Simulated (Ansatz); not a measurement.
# LiGa₃, space group I4/mmm: a single point from an input typed as a dict

Computed with Ansatz 0.2.0, Python API.

Notebook, run cell by cell (the value of a cell's last expression is shown):

**Cell 1**
```python
import ansatz as az
import numpy as np
```

**Cell 2**
```python
deck = {
    "crystal": {
        "lattice": [
            [-1.9892, 1.9892, 4.072112],
            [1.9892, -1.9892, 4.072112],
            [1.9892, 1.9892, -4.072112],
        ],
        "atoms": [
            {"symbol": "Li", "position": [0.0, 0.0, 0.0]},
            {"symbol": "Ga", "position": [0.75, 0.25, 0.5]},
            {"symbol": "Ga", "position": [0.25, 0.75, 0.5]},
            {"symbol": "Ga", "position": [0.5, 0.5, 0.0]},
        ],
    },
    "kpoints": {"mp_grid": {"grid": [8, 8, 8]}},
    "hamiltonian": {"xc": "r2scan"},
    "scf": {"occupations": {"method": "fermi_dirac", "width": 0.05}},
    "basis": {"ecutwfc": "23 Ha"},
    "output": {"forces": True, "stress": True},
}
```

**Cell 3**
```python
out = az.Session.from_dict(deck).plan(threads=1).execute()
data = out.report
```

**Cell 4**
```python
data["mixing_algorithm"], data["preconditioner"], data["eigensolver"]
```
Output:
```text
('MSR1', 'Kerker', 'band_cg')
```

**Cell 5**
```python
sorted(key for key in data if key.endswith("_ev"))
```
Output:
```text
['energy_sigma0_ev', 'entropy_ts_ev', 'fermi_energy_ev', 'free_energy_ev', 'gap_by_band_count_ev',
 'harris_foulkes_ev', 'internal_energy_ev', 'lagrangian_above_aufbau_ev', 'lagrangian_ev',
 'lagrangian_sigma0_ev']
```

**Cell 6**
```python
out.lattice.cell_ang
```
Output:
```text
array([[-1.9892  ,  1.9892  ,  4.072112],
       [ 1.9892  , -1.9892  ,  4.072112],
       [ 1.9892  ,  1.9892  , -4.072112]])
```

**Cell 7**
```python
for key in ("converged", "n_iterations", "n_electrons", "n_kpoints", "n_pw", "n_symmetry_ops", "free_energy_ev", "fermi_energy_ev"):
    print(f"{key:18s} {data[key]}")
```
Output:
```text
converged          True
n_iterations       8
n_electrons        42.0
n_kpoints          59
n_pw               2285
n_symmetry_ops     16
free_energy_ev     -11576.535225478545
fermi_energy_ev    9.334303559812332
```

**Cell 8**
```python
# forces, one row an atom
print("forces (eV/A)")
for site, force in zip(out.lattice.sites, data["forces_ev_ang"]):
    print(f"  {site.symbol:2s} {force[0]:9.4f} {force[1]:9.4f} {force[2]:9.4f}")
```
Output:
```text
forces (eV/A)
  Li    0.0000    0.0000    0.0000
  Ga   -0.0000   -0.0000    0.0000
  Ga    0.0000    0.0000    0.0000
  Ga    0.0000    0.0000    0.0000
```

**Cell 9**
```python
# pressure is a third of the trace
sigma = data["stress_gpa"]
voigt = [sigma[0][0], sigma[1][1], sigma[2][2], sigma[1][2], sigma[0][2], sigma[0][1]]
print("stress xx yy zz yz xz xy (GPa, compression positive):", " ".join(f"{s:.3f}" for s in voigt))
print("P =", round(10 * float(np.mean(voigt[:3])), 2), "kbar")
```
Output:
```text
stress xx yy zz yz xz xy (GPa, compression positive): 0.139 0.139 0.326 -0.000 -0.000 0.000
P = 2.01 kbar
```

Total energies depend on the potentials; only differences at equal settings carry meaning. A total without «per atom» is that of the cell as typed. For a metal this k-point mesh is coarse: on a finer one energies can move by several to tens of meV an atom and pressures by half a GPa or more, differences at one mesh by less. Only differences from the Fermi energy are physical; the zero of the scale is a convention. A gap by band count of zero or less means overlapping bands, a metal. The structure comes from a database of computed cells and needn't be a stable or known phase. Gaps and levels are Kohn-Sham values on a finite set of k-points, without spin-orbit coupling. Timing: 20 s on 1 thread of Arm Neoverse V2, on a shared host, peak memory 0.9 GiB.

(Lines on the test bed's own set-up are left out of the output.)
